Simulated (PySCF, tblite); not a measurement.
# C5H13BGeO: geometry, infrared bands and NMR shifts

What infrared bands and NMR shifts should C5H13BGeO (`C[O][GeH2][BH]C1CCC1`) show?

Programs: tblite 0.8.0 and PySCF 2.14.0, with density-fitted response routines of our own. Each step states its level of theory. These are calculated values for one molecule in the gas phase, unless marked as measured. Atoms are numbered from 0 throughout.

## Step 1: The starting structure

21 atoms, charge 0, multiplicity 1; geometry from: force field or distance geometry start.

Bonds of the start (Å): C0–O1 1.42, O1–Ge2 1.78, Ge2–B3 2.01, B3–C4 1.58, C4–C5 1.53, C5–C6 1.52, C6–C7 1.53, C7–C4 1.49, C0–H8 1.10, C0–H9 1.10, C0–H10 1.12, Ge2–H11 1.54, Ge2–H12 1.56, B3–H13 1.18, C4–H14 1.10, C5–H15 1.11, C5–H16 1.11, C6–H17 1.11, C6–H18 1.10, C7–H19 1.11, C7–H20 1.10.

## Step 2: Geometry optimisation with GFN2-xTB

What the job is given:

```
{"job": {"kind": "relax", "xc": "GFN2-xTB", "basis": "xTB"}, "charge": 0, "multiplicity": 1}
C      3.528900    -0.395000     1.010000
O      2.116500    -0.266500     0.945200
Ge     1.795600     0.479400    -0.637900
B     -0.111300     1.088400    -0.851400
C     -1.297600     0.659700     0.101000
C     -2.517400     0.321100    -0.761600
C     -2.810800    -0.772500     0.249900
C     -1.315000    -0.759700     0.568000
H      3.848000    -1.370400     1.410600
H      3.981500     0.475000     1.512800
H      3.883200    -0.365500    -0.049000
H      2.138100    -0.569900    -1.718200
H      2.705100     1.738800    -0.714300
H     -0.384700     1.648200    -1.855000
H     -1.566400     1.388900     0.883600
H     -3.273700     1.136500    -0.784900
H     -2.223900    -0.049400    -1.768900
H     -3.457100    -0.355900     1.046700
H     -3.190000    -1.712200    -0.183000
H     -0.771400    -1.498600    -0.051800
H     -1.086600    -0.803300     1.647600
```

Started as:

```
$ OMP_NUM_THREADS=1 python probes_run.py task.json out
```

The driver reads the jobs from task.json and runs them one after another.

**Question.** This job is followed by: GFN2-xTB harmonic vibrations, gas phase; GIAO PBE0/pcSseg-1 NMR shielding, non-relativistic, gas phase. What will the session give for the following? strongest single infrared mode (GFN2-xTB); zero-point energy (GFN2-xTB); 13C shifts against TMS (PBE0/pcSseg-1, means over atoms taken as alike); 1H shifts against TMS (PBE0/pcSseg-1, means over atoms taken as alike); 17O shifts against H2O (PBE0/pcSseg-1); 73Ge shifts against GeMe4 (PBE0/pcSseg-1); 11B shifts against BF3·OEt2 (PBE0/pcSseg-1).

The runs gave:

| quantity | value |
| --- | --- |
| strongest single infrared mode (GFN2-xTB) | 1828 cm⁻¹, 664 km/mol |
| zero-point energy (GFN2-xTB) | 104.2 kcal/mol |
| 13C shifts against TMS (PBE0/pcSseg-1, means over atoms taken as alike) | 59.5, 39.7, 25.1, 18.5 ppm |
| 1H shifts against TMS (PBE0/pcSseg-1, means over atoms taken as alike) | 9.05, 5.15, 4.21, 3.71, 2.30, 2.22, 2.06, 1.89 ppm |
| 17O shifts against H2O (PBE0/pcSseg-1) | -23.7 ppm |
| 73Ge shifts against GeMe4 (PBE0/pcSseg-1) | -73 ppm |
| 11B shifts against BF3·OEt2 (PBE0/pcSseg-1) | 99.0 ppm |

What this shows: Relaxing lowered the energy by 0.975 eV in 233 steps; the close pair that moved most is C4–C7, from 1.494 to 1.567 Å. All 57 modes are real, so the xTB geometry is a minimum. The strongest single mode, at 1828 cm⁻¹, moves mainly H12 and H11. GFN2-xTB is a fitted tight-binding method: band positions and strengths are rough. Its intensities can rank the bands wrongly. C0 (methyl carbon bonded to O) lies farthest downfield among carbon, at 59.5 ppm; pulled downfield by the heteroatom. At PBE0/pcSseg-1: The largest span, 575 ppm, is at Ge2, where the paramagnetic term is -1353 ppm. Spin-orbit coupling is left out, which matters for shieldings and couplings at and beside the heavy atoms.
